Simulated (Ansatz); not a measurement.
# CH2SeTe, SMILES [Se]=C[TeH]: a short molecular-dynamics run

Run with Ansatz 0.2.0 through its Python package.

`md.py`:
```python
"""A short Born-Oppenheimer trajectory of CH2SeTe."""

import ansatz as az
from ase import Atoms
import numpy as np


def main() -> None:
    atoms = Atoms(["Se", "C", "Te", "H", "H"], positions=[
        (-1.3777, -1.4843, -0.9467),
        (-0.0289, -0.6281, 0.1608),
        (1.2045, 0.9472, -0.5006),
        (0.1535, -1.0152, 1.1603),
        (0.0985, 2.1067, 0.0848),
    ])
    system = az.Crystal.molecule_from_ase(atoms)

    setup = (
        system.calculation()
        .basis(gaussian="def2-SVP")
        .functional("PBE0")
        .md("nvt_nose_hoover", timestep=0.5, steps=40, temperature=800, initial_velocities="maxwell_boltzmann", seed=64, thermostat_time=20)
    )
    frames = []
    setup.session().plan().execute(on_event=lambda e: frames.append(e["data"]) if e["event"] == "md_step" else None)
    print("t (fs)   E_pot (eV)      E_kin (eV)   T (K)   d(0-1) (A)")
    for f in frames[::1]:
        xyz = np.array(f["positions_ang"])
        print(f"{f['time_fs']:6.2f} {f['lagrangian_ev']:14.5f} {f['e_kin_ev']:10.5f} {f['temperature_k']:8.1f} {np.linalg.norm(xyz[0] - xyz[1]):9.4f}")
    kept = np.array([f["conserved_ev"] for f in frames])
    print(f"conserved energy moves by at most {1000 * np.ptp(kept):.3f} meV")
    symbols = [site.symbol for site in system.cartesian_sites]
    with open("last_frame.xyz", "w") as handle:
        handle.write(f"{len(symbols)}\nt = {frames[-1]['time_fs']} fs\n")
        handle.writelines("{:2s} {:10.5f} {:10.5f} {:10.5f}\n".format(s, *xyz) for s, xyz in zip(symbols, frames[-1]["positions_ang"]))


if __name__ == "__main__":
    main()
```

`python md.py` gives:
```text
t (fs)   E_pot (eV)      E_kin (eV)   T (K)   d(0-1) (A)
  0.00   -73692.58897    0.31022    800.0    1.9439
  0.50   -73692.56993    0.29165    752.1    1.9439
  1.00   -73692.54735    0.26986    695.9    1.9427
  1.50   -73692.53320    0.25651    661.5    1.9404
  2.00   -73692.53860    0.26229    676.4    1.9367
  2.50   -73692.56740    0.29088    750.1    1.9319
  3.00   -73692.61372    0.33663    868.1    1.9258
  3.50   -73692.66551    0.38788   1000.3    1.9186
  4.00   -73692.71109    0.43318   1117.1    1.9103
  4.50   -73692.74401    0.46603   1201.8    1.9011
  5.00   -73692.76406    0.48598   1253.2    1.8911
  5.50   -73692.77543    0.49698   1281.6    1.8803
  6.00   -73692.78407    0.50484   1301.9    1.8689
  6.50   -73692.79567    0.51510   1328.3    1.8569
  7.00   -73692.81433    0.53181   1371.4    1.8445
  7.50   -73692.84207    0.55685   1436.0    1.8317
  8.00   -73692.87858    0.58979   1520.9    1.8186
  8.50   -73692.92123    0.62777   1618.9    1.8052
  9.00   -73692.96514    0.66572   1716.7    1.7916
  9.50   -73693.00357    0.69679   1796.9    1.7779
 10.00   -73693.02899    0.71345   1839.8    1.7641
 10.50   -73693.03491    0.70951   1829.7    1.7503
 11.00   -73693.01860    0.68269   1760.5    1.7365
 11.50   -73692.98351    0.63697   1642.6    1.7228
 12.00   -73692.93944    0.58237   1501.8    1.7092
 12.50   -73692.89880    0.53121   1369.9    1.6958
 13.00   -73692.87008    0.49169   1268.0    1.6827
 13.50   -73692.85296    0.46346   1195.2    1.6700
 14.00   -73692.83915    0.43859   1131.0    1.6579
 14.50   -73692.81821    0.40717   1050.0    1.6467
 15.00   -73692.78377    0.36333    936.9    1.6364
 15.50   -73692.73609    0.30766    793.4    1.6274
 16.00   -73692.68106    0.24621    634.9    1.6197
 16.50   -73692.62738    0.18763    483.9    1.6136
 17.00   -73692.58385    0.14045    362.2    1.6091
 17.50   -73692.55741    0.11121    286.8    1.6063
 18.00   -73692.55220    0.10351    266.9    1.6053
 18.50   -73692.56914    0.11774    303.6    1.6060
 19.00   -73692.60591    0.15115    389.8    1.6084
 19.50   -73692.65737    0.19827    511.3    1.6125
 20.00   -73692.71629    0.25175    649.2    1.6180
conserved energy moves by at most 3.080 meV
```

It writes `last_frame.xyz`:
```text
5
t = 20.0 fs
Se   -1.36243   -1.48783   -0.91837
C    -0.22754   -0.70121   -0.07497
Te    1.21675    0.95671   -0.49894
H    -0.31593   -0.73050    1.04195
H     0.18784    1.76563    0.58221
```

Notes:
- Total energies depend on the basis set; only differences at equal settings carry meaning.
- The trajectory is only some femtoseconds long, so its temperature is not equilibrated; where the script doesn't relax first, it starts from a rough generated geometry.
- def2 sets replace the cores of elements past krypton by effective core potentials.
- The temperature counts the internal degrees of freedom alone.
- Wall time of the script: 4.3 min on 1 thread of Intel(R) Xeon(R) Platinum 8259CL CPU @ 2.50GHz (Skylake/Cascade Lake), with other jobs on the host, peak memory 0.26 GiB.

(Lines on the test bed's own set-up are left out of the output.)
